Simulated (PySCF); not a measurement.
# W(NH)2Cl2: geometry, NMR shifts and electronic excitations

What NMR shifts and electronic excitations should W(NH)2Cl2 (`[NH]=[W](=[NH])([Cl])[Cl]`) show?

Programs: PySCF 2.14.0, with density-fitted response routines of our own. Each step states its level of theory. These are calculated values for one molecule in the gas phase, unless marked as measured. Atoms count from 0, in the outputs and in this text.

### Step 1. Starting geometry

7 atoms, charge 0, multiplicity 1; geometry from: GFN2-xTB.

Bonds of the start (Å): W0–N1 1.78, W0–N3 1.78, W0–Cl5 2.21, W0–Cl6 2.21, N1–H2 1.02, N3–H4 1.02.

### Step 2. Relaxing the molecule at PBE0-D3(BJ)/def2-SVP

Job settings and geometry (Å):

```
{"job": {"xc": "PBE0", "basis": "def2-SVP", "d3": "d3bj", "grid": 1, "maxiter": 40, "kind": "geom"}, "charge": 0, "multiplicity": 1}
W     -0.342140     0.005230    -0.240820
N     -0.369730    -0.016750     1.534530
H     -0.141750    -0.029880     2.527340
N      1.319410     0.001950    -0.866940
H      2.330690    -0.003720    -0.989550
Cl    -1.386500     1.809770    -0.959960
Cl    -1.409980    -1.766600    -1.004610
```

What it wrote:

```text
step   0  E = -1097.54159589  max force = 0.063982
step   1  E = -1097.54900053  max force = 0.040144
step   2  E = -1097.55125809  max force = 0.012355
step   3  E = -1097.55214378  max force = 0.003552
step   4  E = -1097.55240424  max force = 0.001032
step   5  E = -1097.55240878  max force = 0.000617
step   6  E = -1097.55240524  max force = 0.000492
step   7  E = -1097.55240644  max force = 0.000971
step   8  E = -1097.55241331  max force = 0.000717
step   9  E = -1097.55241910  max force = 0.000521
step  10  E = -1097.55242539  max force = 0.000367
optimisation converged
```

Wall time 56 s (1 thread, shared host).

Relaxation path:

```
step  energy from step 0 (eV)  largest force component (eV/Å)
   0                   0.0000                          3.2901
   1                  -0.2015                          2.0643
   2                  -0.2629                          0.6353
   3                  -0.2870                          0.1827
   4                  -0.2941                          0.0531
   5                  -0.2942                          0.0317
   6                  -0.2941                          0.0253
   7                  -0.2942                          0.0499
   8                  -0.2944                          0.0369
   9                  -0.2945                          0.0268
  10                  -0.2947                          0.0189
```

Distances of close pairs at the start and the end, largest changes first:

```
  bond  before (Å)  after (Å)  change (Å)
W0–Cl6       2.205      2.295      +0.090
W0–Cl5       2.205      2.294      +0.089
 W0–N3       1.776      1.736      -0.040
 W0–N1       1.776      1.737      -0.038
 N3–H4       1.019      1.016      -0.003
 N1–H2       1.019      1.016      -0.002
```

The next job starts from the end point, and lists it.

```
                         at the end point                value
  point group (found at 0.08 Å tolerance)                  C2v
rotational constants (GHz, main isotopes)  2.702, 1.509, 1.280
                        dipole moment (D)                 2.91
```

### Step 3. Shielding tensors: PBE0/def2-TZVP+pcSseg-1

Job settings and geometry (Å):

```
{"job": {"kind": "nmr", "xc": "PBE0", "basis": {"default": "pcSseg-1", "W": "def2-TZVP"}}, "charge": 0, "multiplicity": 1}
W     -0.393690     0.016558    -0.293670
N     -0.444532    -0.046974     1.441802
H     -0.042171    -0.084151     2.374423
N      1.261908     0.004936    -0.814997
H      2.269678    -0.014364    -0.685872
Cl    -1.286174     2.030061    -0.936546
Cl    -1.365019    -1.906068    -1.085150
```

Method: GIAO PBE0/pcSseg-1 W:def2-TZVP NMR shielding, scalar relativity only through core potentials, gas phase.

What it wrote:

```text
coarse grid: 36752 points
cycle   1  E = -1097.5957340834  dE = -1.992e+01  |g| = 1.188e+00  |ddm| = 8.378e+00
cycle   2  E = -1094.6286661666  dE =  2.967e+00  |g| = 3.913e+00  |ddm| = 2.827e+00
cycle   3  E = -1097.8658263090  dE = -3.237e+00  |g| = 3.108e-01  |ddm| = 2.278e+00
cycle   4  E = -1097.8878742328  dE = -2.205e-02  |g| = 1.143e-01  |ddm| = 4.090e-01
cycle   5  E = -1097.8905807375  dE = -2.707e-03  |g| = 2.503e-02  |ddm| = 9.312e-02
cycle   6  E = -1097.8907088261  dE = -1.281e-04  |g| = 9.558e-03  |ddm| = 2.818e-02
cycle   7  E = -1097.8907338268  dE = -2.500e-05  |g| = 1.538e-03  |ddm| = 8.974e-03
cycle   8  E = -1097.8907336605  dE =  1.663e-07  |g| = 1.781e-03  |ddm| = 1.900e-03
final grid: 71816 points
cycle   9  E = -1097.8907414326  dE =  4.842e-06  |g| = 4.941e-03  |ddm| = 3.961e-03
cycle  10  E = -1097.8907021131  dE =  3.932e-05  |g| = 1.402e-02  |ddm| = 1.098e-02
cycle  11  E = -1097.8907470139  dE = -4.490e-05  |g| = 1.770e-04  |ddm| = 8.107e-03
cycle  12  E = -1097.8907470221  dE = -8.192e-09  |g| = 2.373e-05  |ddm| = 1.662e-04
cycle  13  E = -1097.8907470221  dE = -4.866e-11  |g| = 1.817e-05  |ddm| = 2.034e-05
converged SCF energy = -1097.8907470221

GIAO shielding tensors (ppm)
atom      isotropic    diamagn.    paramagn.     s11        s22        s33       span
  0 W          nan         nan         nan        nan        nan        nan        nan
  1 N     -135.620     321.041    -456.661   -416.333    -81.843     91.316    507.649
  2 H       22.460      29.989      -7.529     13.447     23.858     30.076     16.629
  3 N     -135.620     321.029    -456.648   -415.965    -81.871     90.978    506.943
  4 H       22.498      30.003      -7.504     13.533     23.866     30.096     16.563
  5 Cl     696.079    1148.422    -452.343    324.064    796.454    967.719    643.655
  6 Cl     695.074    1148.416    -453.342    323.458    795.928    965.834    642.376
```

It took 8.1 s on 1 thread, shared host.

Shifts follow as δ = σ(reference) − σ, with reference shieldings (ppm) from runs at the same level and on the same kind of geometry: ¹H TMS 31.27, ¹⁵N NH3 265.7, ³⁵Cl HCl 943. The references are single molecules in the gas phase, so shifts against H2O, NH3, PH3, H3PO4 or CFCl3 are not on the usual liquid scales and can be off by tens of ppm. Atoms listed in one row are averaged.

```
   atoms                         environment  σ (ppm)  δ (ppm)
  H2, H4  hydrogen on a nitrogen bonded to W    22.48     8.79
  N1, N3             nitrogen bonded to W, H   -135.6    401.3
Cl5, Cl6                chlorine bonded to W      696      248
```

Atoms past Kr carry core potentials, so their printed shieldings have no meaning and are left out of the table.

Charges from the same density, by scheme (e):

```
   atoms  Mulliken  ESP fit
      W0      0.93     0.85
  N1, N3     -0.37    -0.65
Cl5, Cl6     -0.29    -0.18
```

Mayer bond orders: W0–N1 2.20, W0–N3 2.20, W0–Cl5 1.01, W0–Cl6 1.01.

With diffuse functions Mulliken charges and Mayer bond orders lose their meaning; the other schemes are steadier.

### Step 4. TDDFT and polarisability: B3LYP/def2-SVPD

Settings changed since step 3:

```diff
@@ -1,2 +1,2 @@
-{"job": {"kind": "nmr", "xc": "PBE0", "basis": {"default": "pcSseg-1", "W": "def2-TZVP"}}, "charge": 0, "multiplicity": 1}
+{"job": {"kind": "uv", "xc": "B3LYP", "basis": "def2-SVPD", "ip": false, "nstates": 10}, "charge": 0, "multiplicity": 1}
 W     -0.393690     0.016558    -0.293670
```

Level: TDDFT B3LYP/def2-SVPD, vertical, gas phase, core orbitals frozen in the response.

What it wrote:

```text
coarse grid: 36752 points
cycle   1  E = -1097.8788262263  dE = -1.227e+01  |g| = 9.035e-01  |ddm| = 7.760e+00
cycle   2  E = -1096.6222649860  dE =  1.257e+00  |g| = 2.560e+00  |ddm| = 2.887e+00
cycle   3  E = -1097.9848437133  dE = -1.363e+00  |g| = 5.167e-01  |ddm| = 2.289e+00
cycle   4  E = -1098.0536838640  dE = -6.884e-02  |g| = 9.925e-02  |ddm| = 5.940e-01
cycle   5  E = -1098.0549343241  dE = -1.250e-03  |g| = 7.322e-02  |ddm| = 1.853e-01
cycle   6  E = -1098.0564693894  dE = -1.535e-03  |g| = 4.733e-03  |ddm| = 8.659e-02
cycle   7  E = -1098.0564752434  dE = -5.854e-06  |g| = 1.833e-03  |ddm| = 6.408e-03
final grid: 71816 points
cycle   8  E = -1098.0564389095  dE =  6.593e-06  |g| = 5.654e-03  |ddm| = 6.808e-03
cycle   9  E = -1098.0563725839  dE =  6.633e-05  |g| = 1.779e-02  |ddm| = 1.908e-02
cycle  10  E = -1098.0564463375  dE = -7.375e-05  |g| = 2.718e-04  |ddm| = 1.450e-02
cycle  11  E = -1098.0564463468  dE = -9.282e-09  |g| = 2.033e-04  |ddm| = 4.057e-04
cycle  12  E = -1098.0564463558  dE = -8.964e-09  |g| = 2.979e-05  |ddm| = 1.696e-04
cycle  13  E = -1098.0564463560  dE = -2.278e-10  |g| = 5.888e-06  |ddm| = 3.500e-05
converged SCF energy = -1098.0564463560

Static polarisability (au): isotropic 84.803, principal 80.312 83.544 90.553

Singlet excitations
state   eV       nm        f      main configurations
  1   4.2302    293.1   0.00749   H->L 0.95
  2   4.5703    271.3   0.01413   H-1->L 0.88
  3   4.5880    270.2   0.00029   H-2->L 0.98
  4   4.8799    254.1   0.00951   H->L+1 0.90
  5   5.1779    239.4   0.00000   H->L+2 0.95
  6   5.2826    234.7   0.00119   H-3->L 0.80, H-2->L+1 0.11
  7   5.4431    227.8   0.00011   H-1->L+1 0.53, H->L+3 0.45
  8   5.6590    219.1   0.00278   H-2->L+1 0.52, H-1->L+2 0.41
  9   5.6901    217.9   0.00375   H-2->L+2 0.63, H-5->L 0.18
 10   5.7683    214.9   0.00013   H-5->L 0.79, H-2->L+2 0.10

Triplet excitations (Tamm-Dancoff, eV): 3.8250 4.2370 4.3515 4.5287
```

Wall time 12 s (1 thread, shared host).

Frontier orbitals and where they lie:

```
orbital     eV                        atoms
 HOMO−3  -9.19  Cl5 24 %, Cl6 24 %, N1 16 %
 HOMO−2  -8.52  Cl6 30 %, Cl5 30 %, N3 16 %
 HOMO−1  -8.48   N1 24 %, N3 21 %, Cl6 20 %
   HOMO  -8.11   N1 33 %, N3 32 %, Cl5 10 %
   LUMO  -2.69  W0 58 %, Cl5 14 %, Cl6 14 %
 LUMO+1  -1.79    W0 51 %, N3 18 %, N1 16 %
 LUMO+2  -1.55    W0 54 %, N1 12 %, N3 11 %
```

With each of the 10 states as a Gaussian band of 0.4 eV half-width at 1/e, the curve within the window shown has maxima at 269 nm (ε 950), 221 nm (ε 300) L/(mol cm). Beyond the last state computed it falls off for lack of states. The curve at chosen wavelengths:

| nm | ε (L/mol/cm) |
| --- | --- |
| 204 | 106 |
| 209 | 191 |
| 215 | 276 |
| 220 | 303 |
| 226 | 296 |
| 231 | 297 |
| 237 | 349 |
| 242 | 445 |
| 248 | 599 |
| 253 | 732 |
| 259 | 862 |
| 264 | 928 |
| 270 | 947 |
| 275 | 918 |
| 281 | 839 |
| 286 | 750 |
| 292 | 630 |
| 297 | 527 |
| 303 | 411 |
| 308 | 323 |
| 314 | 234 |
| 319 | 174 |
| 325 | 117 |
| 330 | 82 |
| 336 | 52 |
| 341 | 35 |

Further results of this job:

```
           property  computed
  dipole moment (D)      2.79
polarisability (Å³)     12.57
 HOMO–LUMO gap (eV)      5.42
      −ε(HOMO) (eV)      8.11
```

### Step 5. Nuclear shieldings: KT2/def2-TZVP+pcSseg-1

Settings changed since step 4:

```diff
@@ -1,2 +1,2 @@
-{"job": {"kind": "uv", "xc": "B3LYP", "basis": "def2-SVPD", "ip": false, "nstates": 10}, "charge": 0, "multiplicity": 1}
+{"job": {"kind": "nmr", "xc": "KT2", "basis": {"default": "pcSseg-1", "W": "def2-TZVP"}, "pop": false}, "charge": 0, "multiplicity": 1}
 W     -0.393690     0.016558    -0.293670
```

Level: GIAO KT2/pcSseg-1 W:def2-TZVP NMR shielding, scalar relativity only through core potentials, gas phase.

What it wrote:

```text
coarse grid: 36752 points
cycle   1  E = -1106.9043240836  dE = -1.948e+01  |g| = 1.325e+00  |ddm| = 8.348e+00
cycle   2  E = -1101.6011920220  dE =  5.303e+00  |g| = 4.729e+00  |ddm| = 3.532e+00
cycle   3  E = -1107.1501893645  dE = -5.549e+00  |g| = 6.149e-01  |ddm| = 3.191e+00
cycle   4  E = -1107.2359282714  dE = -8.574e-02  |g| = 2.530e-01  |ddm| = 8.159e-01
cycle   5  E = -1107.2511604609  dE = -1.523e-02  |g| = 3.701e-02  |ddm| = 2.010e-01
cycle   6  E = -1107.2508580830  dE =  3.024e-04  |g| = 5.062e-02  |ddm| = 4.812e-02
cycle   7  E = -1107.2514484441  dE = -5.904e-04  |g| = 1.186e-02  |ddm| = 3.338e-02
cycle   8  E = -1107.2514795621  dE = -3.112e-05  |g| = 1.237e-03  |ddm| = 7.458e-03
cycle   9  E = -1107.2514797854  dE = -2.233e-07  |g| = 5.978e-04  |ddm| = 1.331e-03
final grid: 71816 points
cycle  10  E = -1107.2514946488  dE =  2.948e-07  |g| = 1.365e-03  |ddm| = 2.070e-03
cycle  11  E = -1107.2514906846  dE =  3.964e-06  |g| = 4.224e-03  |ddm| = 4.110e-03
cycle  12  E = -1107.2514947904  dE = -4.106e-06  |g| = 1.209e-03  |ddm| = 3.136e-03
cycle  13  E = -1107.2514951251  dE = -3.347e-07  |g| = 1.336e-04  |ddm| = 8.316e-04
cycle  14  E = -1107.2514951291  dE = -4.054e-09  |g| = 6.161e-05  |ddm| = 1.370e-04
cycle  15  E = -1107.2514951300  dE = -8.886e-10  |g| = 1.222e-05  |ddm| = 4.477e-05
converged SCF energy = -1107.2514951300

GIAO shielding tensors (ppm)
atom      isotropic    diamagn.    paramagn.     s11        s22        s33       span
  0 W          nan         nan         nan        nan        nan        nan        nan
  1 N     -103.812     321.280    -425.092   -334.470    -57.363     80.399    414.869
  2 H       22.456      30.190      -7.734     15.065     23.616     28.686     13.621
  3 N     -103.886     321.268    -425.154   -334.416    -57.238     79.997    414.412
  4 H       22.485      30.204      -7.719     15.126     23.630     28.700     13.574
  5 Cl     662.553    1150.293    -487.740    302.201    736.949    948.507    646.306
  6 Cl     661.502    1150.286    -488.784    301.458    736.456    946.592    645.134
```

Wall time 12 s (1 thread, shared host).

Key values: δ N1 368.2, Cl5 281, H2 8.71 ppm (means over like atoms).

### Step 6. Run by run: NMR shifts

Shifts (ppm), means over like atoms, with basis size and wall time:

```
                    run    H2     N1  Cl5  functions   time
PBE0/def2-TZVP+pcSseg-1  8.79  401.3  248        132  8.1 s
 KT2/def2-TZVP+pcSseg-1  8.71  368.2  281        132   12 s
```

### Step 7. Summary of results

```
                                                                          quantity                        value
                                                                       point group                          C2v
                                              rotational constants (main isotopes)         2.70, 1.51, 1.28 GHz
  ¹H shifts against TMS (PBE0/def2-TZVP+pcSseg-1, means over atoms taken as alike)                     8.79 ppm
 ¹⁵N shifts against NH3 (PBE0/def2-TZVP+pcSseg-1, means over atoms taken as alike)                    401.3 ppm
³⁵Cl shifts against HCl (PBE0/def2-TZVP+pcSseg-1, means over atoms taken as alike)                      248 ppm
                                                  lowest singlet (B3LYP/def2-SVPD)  4.23 eV (293 nm), f = 0.007
                                          brightest single state of those computed  state 2, 4.57 eV, f = 0.014
                                                                    lowest triplet                      3.83 eV
                                                          range of the shift of N1           368.2 to 401.3 ppm
```

**Reading.** The optimisation took 10 steps and gained 0.295 eV; among the close pairs (by a distance rule), W0–Cl6 changed most, from 2.205 to 2.295 Å. At PBE0/def2-TZVP+pcSseg-1: Shielding is most anisotropic at Cl5, Cl6 (span 643 ppm, paramagnetic term -453 ppm). The first singlet state (HOMO→LUMO 0.95) lies at 4.23 eV and is weak; of the 10 states computed, the strongest absorption comes from state 2 at 4.57 eV. The lowest triplet lies 0.41 eV below the lowest singlet (triplets in Tamm-Dancoff, singlets in full TDDFT). Spin-orbit coupling, left out, mixes singlets and triplets in elements this heavy. In ppm, N1 (with its like atoms) moves most: its shift spreads over 33.1 ppm, from 368.2 (KT2/def2-TZVP+pcSseg-1) to 401.3 (PBE0/def2-TZVP+pcSseg-1). Spin-orbit coupling is left out, which matters for shieldings and couplings at and beside the heavy atoms.
